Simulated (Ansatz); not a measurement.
Working through a relaxation driven by ASE of MnS, space group Fm-3m

With the Ansatz DFT code, driven from Python.

At the Python prompt:
```pycon
>>> import warnings
>>> import ansatz as az
>>> from ase import Atoms
>>> from ase.calculators.calculator import Calculator, all_changes
>>> from ase.filters import FrechetCellFilter
>>> from ase.optimize import BFGS
>>> from ase.units import GPa
>>> import numpy as np
>>> class PlaneWaves(Calculator):
...     implemented_properties = ['energy', 'free_energy', 'forces', 'stress']
...     def calculate(self, atoms=None, properties=('energy',), system_changes=all_changes):
...         super().calculate(atoms, properties, system_changes)
...         bare = self.atoms.copy()
...         bare.set_constraint()
...         bare.set_momenta(None)
...         job = (
...             az.Crystal.from_ase(bare).calculation()
...             .kpoints(5, 5, 5)
...             .scf(tolerance=1e-07)
...             .spin('collinear')
...             .occupations(az.OccupationsMethod.GAUSSIAN, width=0.1)
...             .forces()
...             .stress()
...         )
...         report = job.run().report
...         self.results['energy'] = self.results['free_energy'] = report['lagrangian_ev']
...         self.results['forces'] = np.array(report['forces_ev_ang'])
...         s = -np.array(report['stress_gpa']) * GPa  # ASE counts tension as positive
...         self.results['stress'] = s[[0, 1, 2, 1, 0, 0], [0, 1, 2, 2, 2, 1]]
...
>>> warnings.simplefilter('ignore')
>>> atoms = Atoms(
...     ['Mn', 'S'],
...     cell=[(0.0, 2.6045, 2.6045), (2.6045, 0.0, 2.6045), (2.6045, 2.6045, 0.0)],
...     scaled_positions=[
...         (0.0, 0.0, 0.0),
...         (0.5, 0.5, 0.5),
...     ],
...     pbc=True,
... )
>>> atoms.set_initial_magnetic_moments([4, 0.0])
>>> atoms.calc = PlaneWaves()
>>> before = atoms.get_potential_energy(), atoms.get_volume()
>>> target = FrechetCellFilter(atoms)
>>> optimiser = BFGS(target, logfile=None)
>>> def tell():
...     fmax = np.linalg.norm(target.get_forces(), axis=1).max()
...     print(f'step {optimiser.nsteps:2d}  E = {atoms.get_potential_energy():.5f} eV  fmax = {fmax:.4f}  V = {atoms.get_volume():.3f} A^3')
...
>>> optimiser.attach(tell)
>>> met = optimiser.run(fmax=0.03, steps=12)
step  0  E = -4801.82778 eV  fmax = 0.4769  V = 35.335 A^3
step  1  E = -4801.83697 eV  fmax = 0.4185  V = 34.976 A^3
step  2  E = -4801.86492 eV  fmax = 0.1207  V = 32.506 A^3
step  3  E = -4801.86715 eV  fmax = 0.0797  V = 31.556 A^3
step  4  E = -4801.86777 eV  fmax = 0.0221  V = 31.930 A^3
>>> print('threshold met:', bool(met), ' energy gained:', round(before[0] - atoms.get_potential_energy(), 5), 'eV')
threshold met: True  energy gained: 0.04 eV
>>> print('cell lengths and angles:', np.round(atoms.cell.cellpar(), 3))
cell lengths and angles: [ 3.561  3.561  3.561 60.    60.    60.   ]
>>> np.round(atoms.get_scaled_positions(), 4)
array([[0. , 0. , 0. ],
       [0.5, 0.5, 0.5]])
```

Reading the output:
- Absolute energies stand on the zero of these potentials, so only differences at equal settings mean something. A total without «per atom» is that of the cell as typed.
- Other magnetic orders than the one started from may lie lower.
- The calculator gives ASE the free energy under both names; ASE's own meaning of energy is the limit of zero smearing.
- The mesh is modest for a metal, so energies can be off by several to tens of meV an atom and pressures by half a GPa or more; differences at equal mesh fare better.
- With one magnetic atom the cell can hold only ferromagnetic order.
- Of the deposited cell: the entry's cell lengths or inner coordinates differ somewhat from later room-temperature determinations.
- Without a Hubbard U or exact exchange, semilocal functionals often make such 3d compounds metallic or too weakly gapped.
- No functional is typed, so the default, PBE, holds.
- The structure is a deposited one; some such entries were measured under pressure or heat, so a shift against it needn't be the functional's error alone.
- The script silences warnings, which a real study should read.
- Timing: 5.5 s on 1 thread of Arm Neoverse V2, on a shared host, peak memory 0.41 GiB.
